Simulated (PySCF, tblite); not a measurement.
# C7H13BOSi: geometry, infrared bands and NMR shifts

What infrared bands and NMR shifts should C7H13BOSi (`B/C=C1/C=C[Si@H]1OC(C)C`) show?

Programs: tblite 0.8.0 and PySCF 2.14.0, with density-fitted response routines of our own. Each step states its level of theory. These are calculated values for one molecule in the gas phase, unless marked as measured. Atoms are numbered from 0 throughout.

## Step 1: Starting geometry

23 atoms, charge 0, multiplicity 1; geometry from: force field or distance geometry start.

Bonds of the start (Å): B0–C1 1.57, C1–C2 1.34, C2–C3 1.52, C3–C4 1.38, C4–Si5 1.76, Si5–O6 1.74, O6–C7 1.42, C7–C8 1.54, C7–C9 1.52, Si5–C2 1.73, B0–H10 1.17, B0–H11 1.19, C1–H12 1.08, C3–H13 1.08, C4–H14 1.07, Si5–H15 1.49, C7–H16 1.12, C8–H17 1.10, C8–H18 1.11, C8–H19 1.10, C9–H20 1.12, C9–H21 1.11, C9–H22 1.10.

## Step 2: Relaxing the molecule with GFN2-xTB

Job settings and geometry (Å):

```
{"job": {"kind": "relax", "xc": "GFN2-xTB", "basis": "xTB"}, "charge": 0, "multiplicity": 1}
B     -1.790600     2.051700     1.266500
C     -2.683100     0.893400     0.692100
C     -2.162900    -0.299000     0.366700
C     -2.779200    -1.560100    -0.210500
C     -1.632100    -2.324100    -0.292100
Si    -0.604700    -1.051000     0.356500
O      0.433400    -0.363500    -0.860600
C      1.596700     0.204000    -0.270400
C      2.713700    -0.851100    -0.206200
C      2.028500     1.377800    -1.135300
H     -0.639000     1.918800     1.419800
H     -2.307500     3.081800     1.549000
H     -3.744500     1.061900     0.590800
H     -3.799100    -1.800700    -0.461000
H     -1.430100    -3.317600    -0.643600
H     -0.008600    -1.326000     1.688800
H      1.417700     0.614500     0.752000
H      3.634700    -0.402000     0.205700
H      2.407100    -1.683100     0.461100
H      2.926800    -1.252300    -1.213300
H      1.219900     2.145400    -1.172300
H      2.939900     1.857700    -0.710500
H      2.258200     1.050400    -2.163300
```

Started as:

```
> OMP_NUM_THREADS=1 python probes_run.py task.json out
```

This one command runs all jobs of the session in turn.

**Question.** This job is followed by: GFN2-xTB harmonic vibrations, gas phase; GIAO PBE0/pcSseg-1 NMR shielding, non-relativistic, gas phase. What will the session give for the following? strongest single infrared mode (GFN2-xTB); zero-point energy (GFN2-xTB); ¹³C shifts against TMS (PBE0/pcSseg-1); ¹H shifts against TMS (PBE0/pcSseg-1, means over atoms taken as alike); ¹¹B shifts against BF3·OEt2 (PBE0/pcSseg-1); ²⁹Si shifts against TMS (PBE0/pcSseg-1); ¹⁷O shifts against H2O (PBE0/pcSseg-1); surface potential, 1st and 99th percentile.

As calculated:

| quantity | value |
| --- | --- |
| strongest single infrared mode (GFN2-xTB) | 2247 cm⁻¹, 323 km/mol |
| zero-point energy (GFN2-xTB) | 112.2 kcal/mol |
| ¹³C shifts against TMS (PBE0/pcSseg-1) | 209.7, 180.8, 170.8, 143.5, 70.2, 27.8, 27.0 ppm |
| ¹H shifts against TMS (PBE0/pcSseg-1, means over atoms taken as alike) | 8.16, 8.05, 7.42, 6.69, 5.70, 4.25, 1.31, 1.27 ppm |
| ¹¹B shifts against BF3·OEt2 (PBE0/pcSseg-1) | 68.2 ppm |
| ²⁹Si shifts against TMS (PBE0/pcSseg-1) | -23.7 ppm |
| ¹⁷O shifts against H2O (PBE0/pcSseg-1) | 81.3 ppm |
| surface potential, 1st and 99th percentile | -1.00 V and 0.99 V |

Relaxing lowered the energy by 1.268 eV in 96 steps; the close pair that moved most is C2–Si5, from 1.730 to 1.912 Å. The lowest mode is imaginary (27i cm⁻¹), so the xTB geometry is not a minimum. The strongest single mode, at 2247 cm⁻¹, moves mainly H15. GFN2-xTB is a fitted tight-binding method: band positions and strengths are rough. Its intensities can rank the bands wrongly. At PBE0/pcSseg-1: The widest tensor belongs to C4: span 264 ppm, with a paramagnetic part of -256 ppm. By nearest atom (PBE0/pcSseg-1), the HOMO sits on C1 33 %; C4 22 % and the LUMO on B0 26 %; C2, C4 about 20 % each.
